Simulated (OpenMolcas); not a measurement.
# singlet SiH2O2F−: levels of theory compared

Wanted: a comparison of 6 runs (HF/3-21G, BLYP/aug-cc-pVDZ, M06-2X/aug-cc-pVDZ, M06-L/aug-cc-pVDZ, PBE/aug-cc-pVDZ, MP2/aug-cc-pVDZ) of singlet SiH2O2F−. 

The calculation is run with OpenMolcas 26.06.

1 further run of the same task is left out (set aside as unsound or not needed).

**1. Starting point**

SiH2O2F−: 6 atoms, total charge -1, spin state singlet. As SMILES of the parent species, `O[Si](O)F`. The shape is that of a PBE0-D4/def2-TZVP optimisation. This is one conformer, not always the lowest. That shape belongs to the parent species and isn't relaxed for this state.

Bond lengths: O1–Si2 1.630 Å, Si2–O3 1.639 Å, Si2–F4 1.594 Å, O1–H5 0.959 Å, O3–H6 0.959 Å. Angles: O1–Si2–O3 107.8°, O1–Si2–F4 105.4°, O3–Si2–F4 111.3°, Si2–O1–H5 117.1°, Si2–O3–H6 117.8°.

**2. A single-point energy at HF/3-21G (run 1)**

File mol.xyz:

```xyz
6

O     -0.887300     1.032000    -0.626300
Si     0.382900     0.026200    -0.446500
O      0.346300    -0.560700     1.083400
F      0.159400    -1.133900    -1.516300
H     -1.051600     1.658800     0.081100
H      1.092300    -1.086600     1.378500
```

File job.input:

```
&gateway
baslib=$CurrDir
coord=mol.xyz
basis=3-21G
group=NoSym
&seward
&scf
charge=-1
thresholds=1e-10 1e-07 1e-07 1e-05
prorbitals=1 2
```

The basis set 3-21G is read from a file made from the Basis Set Exchange's data (not shown).

The run is started by

```console
export MOLCAS_MEM=1860
pymolcas job.input > job.log
```

Standard output:

```text
--- Start Module: gateway ---
[...]
--- Stop Module: gateway /rc=_RC_ALL_IS_WELL_ ---
--- Start Module: seward ---
[...]
      Basis functions           44
--- Stop Module: seward /rc=_RC_ALL_IS_WELL_ ---
--- Start Module: scf ---
[...]
       Convergence after  17 Iterations
[...]
::    Total SCF energy                               -536.4357330302
[...]
      Total spin, S                                     0.0000000000
[...]
      Total electronic charge=   42.000000
      Total            charge=   -1.000000
[...]
      Dipole Moment (debye):
      Origin of the operator (angstrom)=    0.0633   -0.1568   -0.4015
                   X= -1.2200E+00               Y= -8.5970E-01               Z=  2.3921E+00           Total=  2.8195E+00
      Center of Charge (angstrom)
[...]
--- Stop Module: scf /rc=_RC_ALL_IS_WELL_ ---
[...]
```

Wall time 2 s (1 thread of Arm Neoverse V1, shared host); peak memory 0.38 GiB.

**3. A single-point energy at BLYP/aug-cc-pVDZ (run 2)**

File calc.inp:

```
* FH2O2Si Kohn-Sham DFT

&GATEWAY
 BasLib
 $CurrDir
 Coord
 6
 angstrom
 O       -0.887300       1.032000      -0.626300
 Si       0.382900       0.026200      -0.446500
 O        0.346300      -0.560700       1.083400
 F        0.159400      -1.133900      -1.516300
 H       -1.051600       1.658800       0.081100
 H        1.092300      -1.086600       1.378500
 Basis
 aug-cc-pVDZ
 Group
 NoSym

&SEWARD
 GridInput
 Grid=UltraFine
 End of Grid

&SCF
 Charge
 -1
 KSDFT
 BLYP
 Thresholds
 1e-10 1e-07 1e-07 1e-05
 PrOrbitals
 1 2
```

The basis set aug-cc-pVDZ is read from a file made from the Basis Set Exchange's data (not shown).

The run is started by

```console
export MOLCAS_MEM=1860
pymolcas calc.inp > calc.log
```

Standard output:

```text
--- Start Module: gateway ---
[...]
--- Stop Module: gateway /rc=_RC_ALL_IS_WELL_ ---
--- Start Module: seward ---
[...]
      Basis functions          114
--- Stop Module: seward /rc=_RC_ALL_IS_WELL_ ---
[...]
--- Start Module: scf ---
[...]
       Convergence after  22 Iterations
[...]
::    Total KS-DFT energy                            -541.1195227105
[...]
      Total spin, S                                     0.0000000000
[...]
      Total electronic charge=   42.000000
      Total            charge=   -1.000000
[...]
      Dipole Moment (debye):
      Origin of the operator (angstrom)=    0.0633   -0.1568   -0.4015
                   X= -1.8193E+00               Y= -9.8037E-01               Z=  8.1809E-01           Total=  2.2227E+00
      Center of Charge (angstrom)
[...]
--- Stop Module: scf /rc=_RC_ALL_IS_WELL_ ---
[...]
```

It took 58 s on 1 thread of Arm Neoverse V1, shared host; peak memory 0.69 GiB.

Runs 3 to 4 aren't shown in full; the table further down has their settings and results.

**4. The energy at PBE/aug-cc-pVDZ (run 5)**

mol.xyz is that of step 2.

File calc.inp:

```
* FH2O2Si Kohn-Sham DFT

&gateway
  baslib=$CurrDir
  coord=mol.xyz
  basis=aug-cc-pVDZ
  group=NoSym

&seward
  gridinput
  Grid=UltraFine
  End of Grid

&scf
  charge=-1
  ksdft=PBE
  thresholds=1e-10 1e-07 1e-07 1e-05
  prorbitals=1 1
```

The basis set aug-cc-pVDZ is read from a file made from the Basis Set Exchange's data (not shown).

The run is started by

```console
export MOLCAS_MEM=1860
pymolcas calc.inp > calc.log
```

Standard output:

```text
--- Start Module: gateway ---
[...]
--- Stop Module: gateway /rc=_RC_ALL_IS_WELL_ ---
--- Start Module: seward ---
[...]
      Basis functions          114
--- Stop Module: seward /rc=_RC_ALL_IS_WELL_ ---
[...]
--- Start Module: scf ---
[...]
       Convergence after  23 Iterations
[...]
::    Total KS-DFT energy                            -540.7519211303
[...]
      Total spin, S                                     0.0000000000
[...]
      Total electronic charge=   42.000000
      Total            charge=   -1.000000
[...]
      Dipole Moment (debye):
      Origin of the operator (angstrom)=    0.0633   -0.1568   -0.4015
                   X= -1.9937E+00               Y= -1.0306E+00               Z=  9.0352E-01           Total=  2.4193E+00
      Center of Charge (angstrom)
[...]
--- Stop Module: scf /rc=_RC_ALL_IS_WELL_ ---
[...]
```

Wall time 62 s (1 thread of Arm Neoverse V1, shared host); peak memory 0.69 GiB.

**5. The energy at MP2/aug-cc-pVDZ (run 6)**

File run.input:

```
&GATEWAY
BASLIB=$CurrDir
COORD
6
angstrom
O       -0.887300       1.032000      -0.626300
Si       0.382900       0.026200      -0.446500
O        0.346300      -0.560700       1.083400
F        0.159400      -1.133900      -1.516300
H       -1.051600       1.658800       0.081100
H        1.092300      -1.086600       1.378500
BASIS=aug-cc-pVDZ
GROUP=NoSym
&SEWARD
&SCF
CHARGE=-1
THRESHOLDS=1e-10 1e-07 1e-07 1e-05
PRORBITALS=0
&MBPT2
FROZEN=8
```

The basis set aug-cc-pVDZ is read from a file made from the Basis Set Exchange's data (not shown).

The run is started by

```console
export MOLCAS_MEM=1860
pymolcas run.input > run.log
```

Standard output:

```text
--- Start Module: gateway ---
[...]
--- Stop Module: gateway /rc=_RC_ALL_IS_WELL_ ---
[...]
      Basis functions          114
[...]
--- Start Module: scf ---
[...]
       Convergence after  17 Iterations
[...]
::    Total SCF energy                               -539.4030221886
[...]
      Total spin, S                                     0.0000000000
[...]
      Total electronic charge=   42.000000
      Total            charge=   -1.000000
[...]
      Dipole Moment (debye):
      Origin of the operator (angstrom)=    0.0633   -0.1568   -0.4015
                   X= -3.1111E+00               Y= -1.4643E+00               Z=  2.0311E+00           Total=  3.9935E+00
      Center of Charge (angstrom)
[...]
--- Stop Module: scf /rc=_RC_ALL_IS_WELL_ ---
[...]
--- Start Module: mbpt2 ---
[...]
WARNING!
Default frozen orbitals as non valence orbitals is overwritten by user input.
Default values:   5
[...]
       Reference weight ( Cref**2 )         =        0.82700
::    Total MBPT2 energy                             -540.1251658022
[...]
      Total MBPT2 calculations                           0.68      0.78
--- Stop Module: mbpt2 /rc=_RC_ALL_IS_WELL_ ---
[...]
```

Run time: 17 s. Hardware: 1 thread of Arm Neoverse V1, shared host; peak memory 0.69 GiB.

**6. Overview of the runs**

```tsv
run	level	integration grid	frozen core orbitals	energy (Eh)	HOMO energy (eV)	LUMO energy (eV)	HOMO–LUMO gap (eV)	wall time
1	HF/3-21G	–	–	-536.435733	0.06	12.12	12.05	2 s
2	BLYP/aug-cc-pVDZ	UltraFine	–	-541.119523	1.30	2.70	1.40	58 s
3	M06-2X/aug-cc-pVDZ	UltraFine	–	-541.043963	-0.01	3.51	3.52	76 s
4	M06-L/aug-cc-pVDZ	UltraFine	–	-541.098444	1.70	3.50	1.80	98 s
5	PBE/aug-cc-pVDZ	UltraFine	–	-540.751921	1.26	2.68	1.42	62 s
6	MP2/aug-cc-pVDZ	–	8	-540.125166	-0.99	4.20	5.20	17 s
```

**7. Outcome**

```
                                                    quantity          value
                                         run 6: total energy  -540.12517 Eh
                  run 6: HOMO energy (Hartree–Fock orbitals)       -0.99 eV
                  run 6: LUMO energy (Hartree–Fock orbitals)        4.20 eV
run 6: HOMO–LUMO gap (to an unbound level, set by the basis)        5.20 eV
          run 6: correlation energy (8 core orbitals frozen)     -722.1 mEh
```

In words: Over runs 1, 2, 3, 4, 5 the HOMO–LUMO gap runs from 1.40 eV (BLYP/aug-cc-pVDZ) to 12.05 eV (HF/3-21G). The two ends differ in method and basis. The empty levels of an anion lie above zero and hang on the basis. Totals of different functionals can't be ranked against each other. In runs 1, 2, 4, 5 the HOMO lies above zero, so the outermost electron may be held by the basis alone. All runs together took 5.2 min, the longest 98 s.
